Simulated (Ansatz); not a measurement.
# CH₆BNSe: an energy map over two coordinates

Aim: map the energy of CH6BNSe, SMILES CB(N)[SeH] over two coordinates, and find its wells, ridges and stiffness.

Computed with Ansatz 0.2.0. Level: RKS PBE-D4/def2-SVP.

## 1. The starting structure

SMILES `CB(N)[SeH]`, 10 atoms, charge 0, spin multiplicity 1.

Atoms are counted from 1 here; the program's logs count them from 0.

Bond lengths: C1–B2 1.582 Å, C1–H5 1.111 Å, C1–H6 1.111 Å, C1–H7 1.112 Å, B2–N3 1.407 Å, B2–Se4 1.987 Å, N3–H8 1.020 Å, N3–H9 1.020 Å, Se4–H10 1.483 Å. Angles: B2–C1–H5 111.2°, B2–C1–H6 113.0°, B2–C1–H7 110.6°, H5–C1–H6 107.8°, H5–C1–H7 106.3°, H6–C1–H7 107.7°, C1–B2–N3 122.0°, C1–B2–Se4 121.1°, N3–B2–Se4 116.9°, B2–N3–H8 124.8°, B2–N3–H9 121.7°, H8–N3–H9 113.5°, B2–Se4–H10 94.5°.

Geometry (Å):

| atom | x (Å) | y (Å) | z (Å) |
| --- | --- | --- | --- |
| C1 | -0.82228 | 0.74737 | -0.40641 |
| B2 | 0.29634 | -0.24640 | 0.10724 |
| N3 | 0.34499 | -0.68984 | 1.44148 |
| Se4 | 1.69406 | -0.94258 | -1.12141 |
| H5 | -0.37360 | 1.65990 | -0.85376 |
| H6 | -1.51806 | 1.06979 | 0.39759 |
| H7 | -1.42963 | 0.27286 | -1.20765 |
| H8 | 1.04184 | -1.33372 | 1.81540 |
| H9 | -0.33476 | -0.37835 | 2.13555 |
| H10 | 1.18429 | -0.21003 | -2.30524 |

This geometry comes from a loose relaxation at PBE in a small basis, which is not shown.

## 3. Setting up the map

- umbrella angle at N3 (between each of its bonds and their common axis; 90 is planar): 11 values from 66.0 to 114.0 °
- change of the bonds N3–B2, N3–H8, N3–H9, all alike: 11 values from −0.126 to 0.195 Å

Nothing else is relaxed (all other coordinates rigid). Energies count from the relaxed molecule at the same level. Points are written as (first, second).

(The set-up runs are not shown.)

## 4. Point (99.6°, 0.034 Å)

input.yaml reads:

```yaml
crystal:
  periodic: [false, false, false]
  atoms:
    - { symbol: C, position_ang: [-0.600127, 1.040478, -0.322892] }
    - { symbol: B, position_ang: [0.433715, -0.061045, 0.14652] }
    - { symbol: "N", position_ang: [0.349067, -0.684792, 1.442477] }
    - { symbol: Se, position_ang: [1.917265, -0.648296, -1.037351] }
    - { symbol: H, position_ang: [-0.082251, 1.99112, -0.569721] }
    - { symbol: H, position_ang: [-1.371456, 1.265191, 0.44329] }
    - { symbol: H, position_ang: [-1.125555, 0.722666, -1.247976] }
    - { symbol: H, position_ang: [1.164574, -1.200569, 1.866065] }
    - { symbol: H, position_ang: [-0.239816, -0.22951, 2.189155] }
    - { symbol: H, position_ang: [1.542253, 0.256305, -2.149788] }
basis:
  gaussian: { orbitals: def2-SVP }
hamiltonian:
  xc: pbe
  dispersion: d4
output:
  forces: true
```

Run with:

```sh
$ ansatz run input.yaml --threads 1 --pin off --max-ram 2560MiB --backend cpu --events-out ev --progress --plain --runs-dir out
```

Further runs follow: the other points that were computed.

**Question.** What will these runs give? Wanted: lowest point; highest computed point; largest force on an atom.

The runs gave:

| quantity | value |
| --- | --- |
| lowest point | (90.0°, 0.002 Å), 0.00 eV |
| highest computed point | (66.0°, −0.126 Å), 2.11 eV above the lowest |
| largest force on an atom (eV/Å) | 0.1 at (90.0°, 0.002 Å) to 9.1 at (66.0°, −0.126 Å); 0.1 at the lowest point |
| time for the whole task | 10 min on 1 thread, shared host |

What this shows: The lowest computed point is at (90.0°, 0.002 Å), 0.00 eV from the relaxed molecule at the same level. The grid is coarse, so the lowest point of the scanned range may lie between grid points; coordinates that were held can hide deeper minima. The grid shows no other well, apart from its symmetry copies. The highest computed point, (66.0°, −0.126 Å), lies 2.11 eV above the lowest. Round the minimum the two coordinates are nearly uncoupled.
